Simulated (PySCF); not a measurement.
**C5H6F2: electronic excitations and core binding energies**

What electronic excitations and core binding energies should C5H6F2 (`FCCC1=C(F)C1`) show?

The runs use PySCF 2.14.0, with density-fitted response routines of our own; the level of theory stands in each step. All values are computed, except where a source is named. Atoms are numbered from 0 throughout.

## (1) The molecule as given

13 atoms, charge 0, multiplicity 1; geometry from: GFN2-xTB.

Bonds of the start (Å): F0–C1 1.37, C1–C2 1.53, C2–C3 1.47, C3–C4 1.29, C4–F5 1.32, C4–C6 1.49, C6–C3 1.53, C1–H7 1.09, C1–H8 1.09, C2–H9 1.09, C2–H10 1.09, C6–H11 1.08, C6–H12 1.08.

## (2) TDDFT and polarisability: CAM-B3LYP/def2-SVPD

Job settings and geometry (Å):

```
{"job": {"kind": "uv", "xc": "CAM-B3LYP", "basis": "def2-SVPD", "nstates": 8, "ntriplets": 3}, "charge": 0, "multiplicity": 1}
F     -3.006869     0.061760    -0.028057
C     -1.699322     0.315217    -0.356487
C     -0.774686    -0.245106     0.725320
C      0.633651    -0.065076     0.347052
C      1.838110     0.372184     0.528825
F      2.725792     1.016970     1.262234
C      1.662915    -0.387329    -0.737936
H     -1.597543     1.401426    -0.447138
H     -1.515020    -0.162232    -1.324325
H     -0.989109    -1.312310     0.841041
H     -0.975582     0.253816     1.675829
H      2.059885    -1.393515    -0.821206
H      1.633390     0.144682    -1.682881
```

Level: TDDFT CAM-B3LYP/def2-SVPD, vertical, gas phase, core orbitals frozen in the response.

Launch:

```sh
$ OMP_NUM_THREADS=1 python probes_run.py task.json out
```

One launch serves the whole session: the jobs run in the order shown.

**Question.** This job is followed by: delta-SCF UKS SCAN, pcX-2 on the ionised atom, pcseg-1 elsewhere, spin-free X2C. Predict these results of the whole session: lowest singlet (CAM-B3LYP/def2-SVPD); brightest single state of those computed; lowest triplet; surface potential, 1st and 99th percentile; C1s binding energies, SCAN/pcX-2; F1s binding energies, SCAN/pcX-2.

The runs gave:

| quantity | value |
| --- | --- |
| lowest singlet (CAM-B3LYP/def2-SVPD) | 6.33 eV (196 nm), f = 0.007 |
| brightest single state of those computed | state 2, 6.79 eV, f = 0.138 |
| lowest triplet | 4.46 eV |
| surface potential, 1st and 99th percentile | -0.96 V and 0.99 V |
| C1s binding energies, SCAN/pcX-2 | C1 293.23, C4 292.98, C2 291.53, C6 291.34, C3 291.14 eV |
| F1s binding energies, SCAN/pcX-2 | F5 693.59, F0 692.51 eV |

The first singlet state (HOMO→LUMO 0.91) lies at 6.33 eV and is weak; of the 8 states computed, the strongest absorption comes from state 2 at 6.79 eV. The lowest triplet lies 1.86 eV below the lowest singlet (triplets in Tamm-Dancoff, singlets in full TDDFT). The C1s levels kept as sound span 2.10 eV, from C3 (fully substituted alkene carbon) up to C1 (sp3 CH2 bonded to F). F5 (vinylic fluorine) binds its F1s electron 1.08 eV more tightly than F0 (fluorine on an sp3 carbon).
